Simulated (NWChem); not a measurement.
**C2H5AlClF (SMILES [F][AlH][CH2]CCl): levels of theory compared**

Aim: a comparison of 5 runs (HF/def2-SVP, TPSS/6-311+G**, BLYP/6-31G, PBE0/def2-SVP, BP86/6-311G**) of C2H5AlClF. 

Program for the calculation: NWChem 7.3.0.

### Step 1. Starting point

C2H5AlClF: 10 atoms, total charge 0, spin state singlet. As SMILES, `[F][AlH][CH2]CCl`. The shape is that of a PBE0-D4/def2-TZVP optimisation. This is one conformer, not always the lowest.

Bond lengths: F1–Al2 1.652 Å, Al2–C3 1.954 Å, C3–C4 1.505 Å, C4–Cl5 1.801 Å, Al2–H6 1.577 Å, C3–H7 1.097 Å, C3–H8 1.097 Å, C4–H9 1.089 Å, C4–H10 1.089 Å. Some angles: F1–Al2–C3 117.8°, Al2–C3–C4 115.5°, C3–C4–Cl5 112.4°, F1–Al2–H6 117.4°, C3–Al2–H6 124.7°, Al2–C3–H7 107.6°, Al2–C3–H8 107.6°, C4–C3–H7 110.3°, C4–C3–H8 110.3°, C3–C4–H9 112.4°.

### Step 2. Energy and gradient at HF/def2-SVP (run 1)

Contents of geom.xyz:

```xyz
10
C2H5AlClF hf
F     -1.799100     1.836700     0.230400
Al    -0.786400     0.970300     1.207400
C      0.393100    -0.340700     0.365600
C      0.282600    -0.443800    -1.132200
Cl     1.401400    -1.675400    -1.821100
H     -0.843200     1.264200     2.755500
H      0.190800    -1.314400     0.829500
H      1.422800    -0.095700     0.655100
H     -0.713700    -0.742700    -1.455100
H      0.534900     0.490400    -1.632100
```

Contents of run.py:

```python
from ase.io import read
from ase.calculators.nwchem import NWChem

system = read('geom.xyz')

calc = NWChem(
    label='geom',
    theory='scf',
    memory='2200 mb',
    basis='def2-SVP',
    basispar='spherical bse',
    scf={'nopen': '0', 'rhf': None, 'thresh': '1e-08', 'maxiter': '80', 'print': 'low'},
)
system.calc = calc

forces = system.get_forces()
print(f"energy = {system.get_potential_energy():.6f} eV")
print("forces (eV/A):")
for s, f in zip(system.symbols, forces):
    print(f"{s:2s} {f[0]:10.5f} {f[1]:10.5f} {f[2]:10.5f}")
```

Command:

```
$ export ASE_NWCHEM_COMMAND="nwchem PREFIX.nwi > PREFIX.nwo"
$ python run.py
```

What it wrote:

```text
energy = -23924.675322 eV
forces (eV/A):
F    -0.08145    0.06813   -0.08413
Al   -0.04597    0.10336    0.35044
C     0.06993   -0.03204    0.27218
C    -0.11585    0.06932   -0.33291
Cl    0.12784   -0.14002   -0.07538
H     0.00617   -0.02813   -0.13190
H     0.03075    0.01897   -0.04782
H    -0.02643   -0.03630   -0.03985
H     0.08767    0.05764    0.03461
H    -0.05260   -0.08089    0.05482
```

The calculator wrote geom.nwi:

```
title "geom"

permanent_dir geom

scratch_dir geom

start geom

geometry units angstrom nocenter noautosym noautoz
  F  -1.7990999999999999e+00 1.8367000000000000e+00 2.3039999999999999e-01
  Al -7.8639999999999999e-01 9.7030000000000005e-01 1.2074000000000000e+00
  C  3.9310000000000000e-01 -3.4070000000000000e-01 3.6559999999999998e-01
  C  2.8260000000000002e-01 -4.4379999999999997e-01 -1.1322000000000001e+00
  Cl 1.4014000000000000e+00 -1.6754000000000000e+00 -1.8210999999999999e+00
  H  -8.4319999999999995e-01 1.2642000000000000e+00 2.7555000000000001e+00
  H  1.9080000000000000e-01 -1.3144000000000000e+00 8.2950000000000002e-01
  H  1.4228000000000001e+00 -9.5699999999999993e-02 6.5510000000000002e-01
  H  -7.1370000000000000e-01 -7.4270000000000003e-01 -1.4551000000000001e+00
  H  5.3490000000000004e-01 4.9040000000000000e-01 -1.6321000000000001e+00
end

memory 2200 mb

basis spherical bse noprint
   * library def2-SVP
end

scf
  nopen 0
  rhf
  thresh 1e-08
  maxiter 80
  print low
end

task scf gradient
```

geom.nwo:

```text
Northwest Computational Chemistry Package (NWChem) 7.3.0
             --------------------------------------------------------

           Job information
           ---------------

    nwchem branch   = 7.3.0
    use scalapack   = T
    input           = geom.nwi
    prefix          = geom.
    data base       = geom/geom.db
    status          = startup
    nproc           =        1

           Memory information
           ------------------

    heap     =     72089594 doubles =      550.0 Mbytes
    stack    =     72089599 doubles =      550.0 Mbytes
    global   =    144179200 doubles =     1100.0 Mbytes (distinct from heap & stack)
    total    =    288358393 doubles =     2200.0 Mbytes
    verify   = yes
    hardfail = no

[... 39 lines left out ...]
            Nuclear Dipole moment (a.u.)
[... 74 lines left out ...]
       Final RHF  results
       ------------------

         Total SCF energy =   -879.215608510549
      One-electron energy =  -1718.336241835097
      Two-electron energy =    587.514770535142
 Nuclear repulsion energy =    251.605862789406

        Time for solution =     31.0s

                              NWChem Gradients Module
                              -----------------------

                         RHF ENERGY GRADIENTS

    atom               coordinates                        gradient
                 x          y          z           x          y          z
   1 F      -3.399806   3.470860   0.435393    0.001584  -0.001325   0.001636
   2 Al     -1.486081   1.833601   2.281655    0.000894  -0.002010  -0.006815
   3 C       0.742851  -0.643830   0.690884   -0.001360   0.000623  -0.005293
[... 6 lines of this table left out ...]
  10 H       1.010814   0.926722  -3.084222    0.001023   0.001573  -0.001066

 Task  times  cpu:       38.8s     wall:       38.8s
 Total times  cpu:       38.8s     wall:       38.8s
```

It took 41 s on 1 thread of Intel Xeon Platinum 8259CL at 2.50GHz (Skylake/Cascade Lake), shared host; peak memory 0.1 GiB.

### Step 3. Energy and gradient at TPSS/6-311+G(d,p) (run 2)

Contents of input.nw:

```
start input
title "C2H5AlClF"
memory stack 880 mb heap 220 mb global 1100 mb
charge 0
geometry noautosym nocenter noautoz
 F    -1.799100    1.836700    0.230400
 Al   -0.786400    0.970300    1.207400
 C     0.393100   -0.340700    0.365600
 C     0.282600   -0.443800   -1.132200
 Cl    1.401400   -1.675400   -1.821100
 H    -0.843200    1.264200    2.755500
 H     0.190800   -1.314400    0.829500
 H     1.422800   -0.095700    0.655100
 H    -0.713700   -0.742700   -1.455100
 H     0.534900    0.490400   -1.632100
end
basis spherical bse
 * library 6-311+G**
end
dft
 xc xtpss03 ctpss03
 grid fine
 convergence energy 1e-08
 maxiter 100
 mulliken
 print low
end
task dft gradient
```

Command:

```
$ nwchem input.nw > input.out
```

What it wrote:

```text
[...]
 d= 0,ls=0.0,diis     1   -881.7897741707 -1.13D+03  1.31D-02  1.48D+00    14.3
[...]
 d= 0,ls=0.0,diis    11   -881.8967785573 -7.27D-09  3.22D-07  2.20D-09   136.8
         Total DFT energy =     -881.896778557325
      One electron energy =    -1718.992496581913
           Coulomb energy =      655.746059557387
    Exchange-Corr. energy =      -70.256204322206
 Nuclear repulsion energy =      251.605862789407
[...]
      Total Density - Mulliken Population Analysis
     ---------------------------------------------
    Atom       Charge   Shell Charges
 -----------   ------   -------------------------------------------------------
    1 F    9     9.33   1.08  0.92  1.18  1.08  2.33  0.93  1.86 -0.12  0.08  0.00
    2 Al  13    12.18   0.79  1.18  0.97  1.01  0.76  0.23  2.13  3.77  0.59  0.44  0.01  0.02  0.04  0.22
    3 C    6     6.68   1.10  0.89  0.64  0.74  1.54  0.57  1.10  0.06  0.01  0.04
    4 C    6     6.69   1.11  0.89  0.61  0.77  1.51  0.51  0.85  0.27  0.11  0.07
    5 Cl  17    16.81   0.78  1.19  0.90  1.09  1.00  1.06  7.42 -1.52  1.09  2.95  1.21 -0.28 -0.09  0.02
    6 H    1     1.16   0.23  0.61  0.30  0.01
    7 H    1     0.80   0.27  0.48  0.03  0.02
    8 H    1     0.80   0.27  0.48  0.03  0.02
    9 H    1     0.78   0.28  0.48  0.01  0.02
   10 H    1     0.78   0.28  0.48  0.01  0.02
[...]
                         DFT ENERGY GRADIENTS
    atom               coordinates                        gradient
                 x          y          z           x          y          z
   1 F      -3.399806   3.470860   0.435393    0.014019  -0.012015   0.013293
   2 Al     -1.486081   1.833601   2.281655   -0.010734   0.008260  -0.015950
   3 C       0.742851  -0.643830   0.690884   -0.000911   0.000256  -0.004669
   4 C       0.534037  -0.838660  -2.139548    0.007666  -0.007497   0.001814
   5 Cl      2.648262  -3.166047  -3.441380   -0.008930   0.009907   0.006068
   6 H      -1.593417   2.388992   5.207140    0.000140  -0.000158  -0.000299
   7 H       0.360560  -2.483856   1.567528    0.000421   0.002648  -0.001109
   8 H       2.688702  -0.180847   1.237959   -0.002759  -0.000528  -0.000661
   9 H      -1.348697  -1.403499  -2.749740    0.001906   0.000909   0.000566
  10 H       1.010814   0.926722  -3.084222   -0.000820  -0.001782   0.000947
[...]
```

Wall time 3.2 min (1 thread of Intel Xeon Platinum 8259CL at 2.50GHz (Skylake/Cascade Lake), shared host); peak memory 0.14 GiB.

Runs 3 to 4 aren't shown in full; the table further down has their settings and results.

### Step 4. Energy and gradient at BP86/6-311G(d,p) (run 5)

Contents of run.py:

```python
from ase import Atoms
from ase.calculators.nwchem import NWChem

molecule = Atoms('FAlCCClHHHHH', positions=[
    [-1.799100, 1.836700, 0.230400],
    [-0.786400, 0.970300, 1.207400],
    [0.393100, -0.340700, 0.365600],
    [0.282600, -0.443800, -1.132200],
    [1.401400, -1.675400, -1.821100],
    [-0.843200, 1.264200, 2.755500],
    [0.190800, -1.314400, 0.829500],
    [1.422800, -0.095700, 0.655100],
    [-0.713700, -0.742700, -1.455100],
    [0.534900, 0.490400, -1.632100],
])

calc = NWChem(
    label='calc',
    theory='dft',
    memory='2200 mb',
    basis='6-311G**',
    basispar='spherical bse',
    dft={'xc': 'becke88 perdew86', 'mult': '1', 'grid': 'fine', 'convergence': 'energy 1e-08', 'iterations': '100', 'mulliken': None},
)
molecule.calc = calc

forces = molecule.get_forces()
e = molecule.get_potential_energy()
print(f"E = {e:.6f} eV")
print("forces (eV/A):")
for s, f in zip(molecule.symbols, forces):
    print(f"{s:2s} {f[0]:10.5f} {f[1]:10.5f} {f[2]:10.5f}")
print("dipole (e A):", molecule.get_dipole_moment().round(4))
```

Command:

```
$ export ASE_NWCHEM_COMMAND="nwchem PREFIX.nwi > PREFIX.nwo"
$ python run.py
```

What it wrote:

```text
E = -23997.435095 eV
forces (eV/A):
F    -0.69296    0.59392   -0.65779
Al    0.51988   -0.41559    0.67193
C    -0.04397    0.05353    0.06279
C    -0.25552    0.27377    0.10768
Cl    0.47925   -0.53263   -0.33162
H    -0.00674    0.02664    0.13930
H    -0.05749   -0.25552    0.14218
H     0.27218    0.07209    0.09570
H    -0.28246   -0.08104   -0.09045
H     0.06777    0.26488   -0.13971
dipole (e A): [-0.0563  0.1095  0.3506]
```

The calculator wrote calc.nwi:

```
title "calc"

permanent_dir calc

scratch_dir calc

start calc

geometry units angstrom nocenter noautosym noautoz
  F  -1.7990999999999999e+00 1.8367000000000000e+00 2.3039999999999999e-01
  Al -7.8639999999999999e-01 9.7030000000000005e-01 1.2074000000000000e+00
  C  3.9310000000000000e-01 -3.4070000000000000e-01 3.6559999999999998e-01
  C  2.8260000000000002e-01 -4.4379999999999997e-01 -1.1322000000000001e+00
  Cl 1.4014000000000000e+00 -1.6754000000000000e+00 -1.8210999999999999e+00
  H  -8.4319999999999995e-01 1.2642000000000000e+00 2.7555000000000001e+00
  H  1.9080000000000000e-01 -1.3144000000000000e+00 8.2950000000000002e-01
  H  1.4228000000000001e+00 -9.5699999999999993e-02 6.5510000000000002e-01
  H  -7.1370000000000000e-01 -7.4270000000000003e-01 -1.4551000000000001e+00
  H  5.3490000000000004e-01 4.9040000000000000e-01 -1.6321000000000001e+00
end

memory 2200 mb

basis spherical bse noprint
   * library 6-311G**
end

dft
  xc becke88 perdew86
  mult 1
  grid fine
  convergence energy 1e-08
  iterations 100
  mulliken
end

task dft gradient
```

calc.nwo:

```text
Northwest Computational Chemistry Package (NWChem) 7.3.0
             --------------------------------------------------------

           Job information
           ---------------

    nwchem branch   = 7.3.0
    use scalapack   = T
    input           = calc.nwi
    prefix          = calc.
    data base       = calc/calc.db
    status          = startup
    nproc           =        1

           Memory information
           ------------------

    heap     =     72089594 doubles =      550.0 Mbytes
    stack    =     72089599 doubles =      550.0 Mbytes
    global   =    144179200 doubles =     1100.0 Mbytes (distinct from heap & stack)
    total    =    288358393 doubles =     2200.0 Mbytes
    verify   = yes
    hardfail = no

[... 114 lines left out ...]
  convergence criterion.
[... 39 lines left out ...]
          Spatial weights used:  Erf1
[... 75 lines left out ...]
         Total DFT energy =     -881.889480883310
[... 3 lines left out ...]
 Nuclear repulsion energy =      251.605862789406
[... 1034 lines left out ...]
          Convergence on gradient requested:  5.00D-04
[... 26 lines left out ...]
          total energy or number of iterations.
[... 26 lines left out ...]
                         DFT ENERGY GRADIENTS

    atom               coordinates                        gradient
                 x          y          z           x          y          z
   1 F      -3.399806   3.470860   0.435393    0.013476  -0.011550   0.012792
   2 Al     -1.486081   1.833601   2.281655   -0.010110   0.008082  -0.013067
   3 C       0.742851  -0.643830   0.690884    0.000855  -0.001041  -0.001221
[... 6 lines of this table left out ...]
  10 H       1.010814   0.926722  -3.084222   -0.001318  -0.005151   0.002717

                 ----------------------------------------
                 |  Time  |  1-e(secs)   |  2-e(secs)   |
                 ----------------------------------------
                 |  CPU   |       0.03   |      20.64   |
                 ----------------------------------------
                 |  WALL  |       0.03   |      20.64   |
                 ----------------------------------------

 Task  times  cpu:       99.5s     wall:       99.5s
 Total times  cpu:       99.5s     wall:       99.5s
```

Run time: 1.7 min. Hardware: 1 thread of Intel Xeon Platinum 8259CL at 2.50GHz (Skylake/Cascade Lake), shared host; peak memory 0.14 GiB.

### Step 5. The series

```
run           level  iteration cap  module  energy (Eh)  largest force (eV/Å)  wall time
  1     HF/def2-SVP             80     scf  -879.215609                 0.368       41 s
  2  TPSS/6-311+G**            100     dft  -881.896779                 1.170    3.2 min
  3      BLYP/6-31G            100     dft  -881.587095                 2.458       69 s
  4   PBE0/def2-SVP            100     dft  -880.946322                 0.523       44 s
  5   BP86/6-311G**            100     dft  -881.889481                 1.125    1.7 min
```

### Step 6. Results

| quantity | value |
| --- | --- |
| run 5: total energy | -881.88948 Eh |
| run 5: dipole moment | 1.78 D |
| run 5: HOMO energy | -6.91 eV |
| run 5: LUMO energy | -1.95 eV |
| run 5: HOMO–LUMO gap | 4.96 eV |
| run 5: largest force on an atom | 1.125 eV/Å |

In words: Over runs 3, 4, 5 the dipole moment (its size) runs from 1.59 D (PBE0/def2-SVP) to 1.85 D (BLYP/6-31G). The two ends differ in method and basis. Totals of different functionals can't be ranked against each other. All runs together took 7.5 min, the longest 3.2 min.
